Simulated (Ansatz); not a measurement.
# Mo2PbAu2 (element-swapped structure): how the settings move a single-point run

How sensitive is a single-point run of Mo2PbAu2 (element-swapped structure) to its settings? A reference run comes first, then three runs with altered input.

Method: reference: DFT LDA, plane waves, PAW, scalar-relativistic, no spin polarisation, in Ansatz 0.2.0.

1 further run of the same task is left out (it didn't finish).

### Step 1. Starting point

The structure is tetragonal, space group P4/mbm (No. 127). The conventional cell has a = 7.326 Å, b = 7.326 Å, c = 3.625 Å, α = 90.00°, β = 90.00°, γ = 90.00°. Au (site symmetry m2m) is surrounded by 1 Au at 2.55 Å and 6 Mo at 2.74 to 2.88 Å and 2 Pb at 2.90 Å. Pb (site symmetry 4/m) is surrounded by 4 Au at 2.90 Å and 8 Mo at 3.25 Å. Around Mo (site symmetry m2m) lie 6 Au at 2.74 to 2.88 Å.

Structure file:

```cif
data_structure
_symmetry_space_group_name_H-M 'P4/mbm'
_symmetry_Int_Tables_number 127
_cell_length_a 7.3263
_cell_length_b 7.3263
_cell_length_c 3.6246
_cell_angle_alpha 90.000
_cell_angle_beta 90.000
_cell_angle_gamma 90.000
_cell_volume 194.55
loop_
_atom_site_label
_atom_site_type_symbol
_atom_site_symmetry_multiplicity
_atom_site_Wyckoff_symbol
_atom_site_fract_x
_atom_site_fract_y
_atom_site_fract_z
_atom_site_occupancy
Au1 Au 4 g 0.37670 0.87670 0.00000 1
Pb1 Pb 2 a 0.00000 0.00000 0.00000 1
Mo1 Mo 4 h 0.17780 0.67780 0.50000 1
```

### Step 2. Reference

Input file input.yaml:

```yaml
crystal:
  lattice:
    - [7.32625451, 0.0, 0.0]
    - [0.0, 7.32625451, 0.0]
    - [0.0, 0.0, 3.62456664]
  atoms:
    - { symbol: Au, position: [0.3767, 0.8767, 0.0] }
    - { symbol: Au, position: [0.1233, 0.3767, 0.0] }
    - { symbol: Au, position: [0.6233, 0.1233, 0.0] }
    - { symbol: Au, position: [0.8767, 0.6233, 0.0] }
    - { symbol: Pb, position: [0.0, 0.0, 0.0] }
    - { symbol: Pb, position: [0.5, 0.5, 0.0] }
    - { symbol: Mo, position: [0.1778, 0.6778, 0.5] }
    - { symbol: Mo, position: [0.3222, 0.1778, 0.5] }
    - { symbol: Mo, position: [0.8222, 0.3222, 0.5] }
    - { symbol: Mo, position: [0.6778, 0.8222, 0.5] }
  symmetry: { tolerance: 0.0003 }
kpoints:
  mp_grid: { grid: [3, 3, 5], shift: [0, 0, 0] }
magnetization:
  spin_polarized: false
scf:
  occupations: { method: fermi_dirac }
hamiltonian:
  pseudopotentials: { kind: paw }
  xc: lda
basis:
  ecutwfc: 420
output:
  forces: true
  stress: true
  eigenvalues: true
```

Started as:

```bash
> ansatz run input.yaml --threads 1 --pin off --max-ram 2560MiB --backend cpu --events-out ev --progress --plain --runs-dir out
```

### Step 3. Changed: chi_scale 0.0

input.yaml: that of step 2 with these lines changed.

```diff
@@ -23,2 +23,3 @@
   occupations: { method: fermi_dirac }
+  initial_density: { chi_scale: 0.0 }
 hamiltonian:
```

### Step 4. Changed: starting moments, spin_polarized true

Input file input.yaml:

```yaml
crystal:
  lattice:
    - [7.32625451, 0.0, 0.0]
    - [0.0, 7.32625451, 0.0]
    - [0.0, 0.0, 3.62456664]
  atoms:
    - { symbol: Au, position: [0.3767, 0.8767, 0.0], spin: 0.2 }
    - { symbol: Au, position: [0.1233, 0.3767, 0.0], spin: 0.2 }
    - { symbol: Au, position: [0.6233, 0.1233, 0.0], spin: 0.2 }
    - { symbol: Au, position: [0.8767, 0.6233, 0.0], spin: 0.2 }
    - { symbol: Pb, position: [0.0, 0.0, 0.0], spin: 0.2 }
    - { symbol: Pb, position: [0.5, 0.5, 0.0], spin: 0.2 }
    - { symbol: Mo, position: [0.1778, 0.6778, 0.5], spin: 0.2 }
    - { symbol: Mo, position: [0.3222, 0.1778, 0.5], spin: 0.2 }
    - { symbol: Mo, position: [0.8222, 0.3222, 0.5], spin: 0.2 }
    - { symbol: Mo, position: [0.6778, 0.8222, 0.5], spin: 0.2 }
  symmetry: { tolerance: 0.0003 }
kpoints:
  mp_grid: { grid: [3, 3, 5], shift: [0, 0, 0] }
magnetization:
  spin_polarized: true
scf:
  occupations: { method: fermi_dirac }
hamiltonian:
  pseudopotentials: { kind: paw }
  xc: lda
basis:
  ecutwfc: 420
output:
  forces: true
  stress: true
  eigenvalues: true
```

### Step 5. Changed: xc pbe, hubbard.sites [{species: Mo, l: d, u_eff: 2.0}], hubbard.double_counting fll

input.yaml: that of step 2 with these lines changed.

```diff
@@ -25,3 +25,4 @@
   pseudopotentials: { kind: paw }
-  xc: lda
+  xc: pbe
+  hubbard: { sites: [{ species: Mo, l: d, u_eff: 2.0 }], double_counting: fll }
 basis:
@@ -32 +33,5 @@
   eigenvalues: true
+  write_density: true
+  write_potential: true
+  elf: true
+  volumetric_format: npy
```

Before running it: what results should come out? Wanted: for each run, ending; energy change; pressure; gap; force.

The runs gave:

```tsv
run	ending	energy change	pressure (GPa)	gap (eV)	force (eV/Å)	cycles	time
reference	converged	0	-10.2	0.00	1.04	7	4.8 s
1: chi_scale 0.0	converged	0.0 meV/atom	-10.2	0.00	1.04	9	5.6 s
2: starting moments, spin_polarized true	converged	0.0 meV/atom	-10.2	0.00	1.04	34	40 s
3: xc pbe, hubbard.sites [{species: Mo, l: d, u_eff: 2.0}], hubbard.double_counting fll	converged	not comparable	-0.7	0.00	0.92	10	11 s
```

Times don't compare one to one where runs were asked for different outputs or read a saved state (see the inputs); cycles may leave out searches for a lower state.

Residual by cycle in the longest SCF loop of each run; runs are numbered as in the table. The quantity is the density residual dr2, in eV.

```tsv
cycle	reference	run 1	run 2	run 3
1	0.162	20.4	15.9	52
3	0.00188	0.0971	0.259	0.636
4	1.7e-4	0.0065	0.099	0.166
6	5.2e-7	4.4e-5	0.0182	5.4e-4
8	-	2.0e-7	0.00115	2.8e-6
10	-	-	0.00266	2.7e-8
11	-	-	0.00355	-
13	-	-	0.00117	-
15	-	-	1.7e-4	-
17	-	-	6.3e-6	-
18	-	-	2.2e-7	-
20	-	-	8.9e-10	-
```

What this shows: Of the converged runs whose energies compare with the reference's, none moves it noticeably. A changed U is a change of model: its shifts are not errors of convergence.

Caveats on the reference run: its mesh is coarse for a cell with so small a gap or none; the structure is made up and not relaxed.
